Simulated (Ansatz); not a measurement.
# Selenium, bcc: r²SCAN0 after r²SCAN

How do the levels change when part of the exchange is made exact, and what does it cost? Spin polarisation is left out. The geometry was relaxed under r²SCAN beforehand and is kept. Exact exchange is dear, so the k-mesh is coarse, and r²SCAN is run on the same mesh for comparison.

Program: Ansatz 0.2.0. Level of theory: DFT, plane waves (500 eV) with PBE-made PAW files, scalar-relativistic; functionals as named at each step. These are calculated values, not measurements.

## 1. The starting structure

Symmetry: Im-3m, No. 229, cubic system. The conventional cell has a = 3.434 Å, b = 3.434 Å, c = 3.434 Å, α = 90.00°, β = 90.00°, γ = 90.00°. Se (site symmetry m-3m) is surrounded by 8 Se at 2.97 Å.

Structure file:

```cif
data_structure
_symmetry_space_group_name_H-M 'Im-3m'
_symmetry_Int_Tables_number 229
_cell_length_a 3.4343
_cell_length_b 3.4343
_cell_length_c 3.4343
_cell_angle_alpha 90.000
_cell_angle_beta 90.000
_cell_angle_gamma 90.000
_cell_volume 40.51
loop_
_atom_site_label
_atom_site_type_symbol
_atom_site_symmetry_multiplicity
_atom_site_Wyckoff_symbol
_atom_site_fract_x
_atom_site_fract_y
_atom_site_fract_z
_atom_site_occupancy
Se1 Se 2 a 0.00000 0.00000 0.00000 1
```

## 2. r²SCAN on the coarse mesh

The run with r²SCAN.

Contents of input.yaml:

```yaml
crystal:
  lattice:
    - [-1.7171672322, 1.7171672322, 1.7171672322]
    - [1.7171672322, -1.7171672322, 1.7171672322]
    - [1.7171672322, 1.7171672322, -1.7171672322]
  atoms:
    - { symbol: Se, position: [0.0, 0.0, 0.0] }
hamiltonian:
  xc: r2scan
  pseudopotentials:
    kind: paw
    azcp:
      Se: "pseudopotentials/Se.paw.azcp"
basis:
  ecutwfc: 500
  fft_grid_basis: typed
kpoints:
  mp_grid: { grid: [7, 7, 7], shift: [0, 0, 0] }
magnetization:
  spin_polarized: false
scf:
  occupations: { method: fermi_dirac, width: 0.1 }
```

The run is started by

```bash
ansatz run input.yaml --threads 4 --pin off --max-ram 8192MiB --backend cpu --events-out ev --progress --plain --runs-dir out
```

## 3. r²SCAN0 on the coarse mesh

The run with r²SCAN0.

Edit input.yaml of step 2 so:

```diff
@@ -8,3 +8,3 @@
 hamiltonian:
-  xc: r2scan
+  xc: r2scan0
   pseudopotentials:
```

(Steps that only read results are left out.)

What does the calculation give? Wanted: r²SCAN: gap; r²SCAN0: gap; r²SCAN0: relative to trigonal.

As calculated:

```
                                     quantity                         value
                                  r²SCAN: gap  none (levels filled in part)
                                 r²SCAN0: gap  none (levels filled in part)
          r²SCAN0: SCF cycles, exchange loops                         20, 2
        r²SCAN0: CPU time over that of r²SCAN                            34
r²SCAN0: relative to trigonal (grey) selenium                 +978 meV/atom
```

**Reading.** Both r²SCAN and r²SCAN0 leave levels filled in part. r²SCAN0 cost 34 times the CPU time of r²SCAN. The exchange operator of r²SCAN0 was renewed in 2 outer loops. The dense-mesh value adds +53.5 meV/atom, the change that r²SCAN shows between the coarse mesh and its own dense run (not shown). Under r²SCAN0 it lies 978 meV/atom above trigonal (grey) selenium (computed apart in the same way); on such meshes a few tens of meV are uncertain for metals. Absolute energies differ from functional to functional, by eV per atom at times, and say nothing by themselves.
